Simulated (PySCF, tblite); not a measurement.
**C9H8O: geometry, infrared bands and NMR shifts**

Wanted: the infrared bands and NMR shifts of C9H8O (`CC#CC#C/C=C\C(C)=O`), by calculation.

The runs use tblite 0.8.0 and PySCF 2.14.0, with density-fitted response routines of our own; the level of theory stands in each step. All values are computed, except where a source is named. Atoms are numbered from 0 throughout.

### 1 Starting geometry

18 atoms, charge 0, multiplicity 1; geometry from: force field or distance geometry start.

Bonds of the start (Å): C0–C1 1.49, C1–C2 1.20, C2–C3 1.42, C3–C4 1.22, C4–C5 1.45, C5–C6 1.34, C6–C7 1.48, C7–C8 1.49, C7–O9 1.24, C0–H10 1.11, C0–H11 1.11, C0–H12 1.08, C5–H13 1.10, C6–H14 1.09, C8–H15 1.11, C8–H16 1.13, C8–H17 1.11.

### 2 Optimising the geometry with GFN2-xTB

The job: settings as JSON, then the geometry in Å.

```
{"job": {"kind": "relax", "xc": "GFN2-xTB", "basis": "xTB"}, "charge": 0, "multiplicity": 1}
C      4.875500     0.201800     0.070400
C      3.444800    -0.202800     0.167600
C      2.300100    -0.549700     0.247100
C      0.935400    -0.952000     0.306200
C     -0.231600    -1.314100     0.363000
C     -1.618500    -1.729400     0.376200
C     -2.574300    -0.823500     0.106400
C     -2.196100     0.576600    -0.199200
C     -3.306700     1.519500    -0.490800
O     -1.010900     0.948600    -0.223500
H      5.158800     0.844900     0.925300
H      4.925600     0.858800    -0.827000
H      5.500500    -0.680100     0.029600
H     -1.882100    -2.771000     0.610000
H     -3.623500    -1.129500     0.129000
H     -2.902800     2.542600    -0.359300
H     -4.121900     1.372700     0.273500
H     -3.681100     1.292900    -1.516300
```

The run is started by

```
$ OMP_NUM_THREADS=1 python probes_run.py task.json out
```

This one command runs all jobs of the session in turn.

**Question.** This job is followed by: GFN2-xTB harmonic vibrations, gas phase; GIAO PBE0/pcSseg-1 NMR shielding, non-relativistic, gas phase. Predict these results of the whole session: strongest single infrared mode (GFN2-xTB); zero-point energy (GFN2-xTB); 13C shifts against TMS (PBE0/pcSseg-1); 1H shifts against TMS (PBE0/pcSseg-1, means over atoms taken as alike); 17O shifts against H2O (PBE0/pcSseg-1).

The runs gave:

```
                                                              quantity                                                         value
                             strongest single infrared mode (GFN2-xTB)                                         2327 cm⁻¹, 316 km/mol
                                          zero-point energy (GFN2-xTB)                                                 83.6 kcal/mol
                                13C shifts against TMS (PBE0/pcSseg-1)  196.4, 144.7, 130.1, 107.7, 101.3, 78.6, 73.0, 34.1, 6.7 ppm
1H shifts against TMS (PBE0/pcSseg-1, means over atoms taken as alike)                                    6.80, 6.23, 2.35, 2.18 ppm
                                17O shifts against H2O (PBE0/pcSseg-1)                                                     651.8 ppm
```

In words: Relaxing lowered the energy by 0.525 eV in 89 steps; the close pair that moved most is C2–C3, from 1.424 to 1.350 Å. The lowest mode is slightly imaginary (14i cm⁻¹), a soft motion within the noise of the Hessian, so the minimum is not strictly shown. The strongest single mode, at 2327 cm⁻¹, moves mainly C2 and C1. Unscaled tight-binding wavenumbers are off by several per cent, some by more. Its intensities can rank the bands wrongly. C7 (ketone carbonyl carbon) lies farthest downfield among carbon, at 196.4 ppm; the double bond to the heteroatom, with no lone-pair donor beside it, deshields it most. The most deshielded hydrogen is H14 (hydrogen on an α carbon of a C=C–C=O unit), at 6.80 ppm: olefinic region. At PBE0/pcSseg-1: Shielding is most anisotropic at O9 (span 1247 ppm, paramagnetic term -729 ppm).
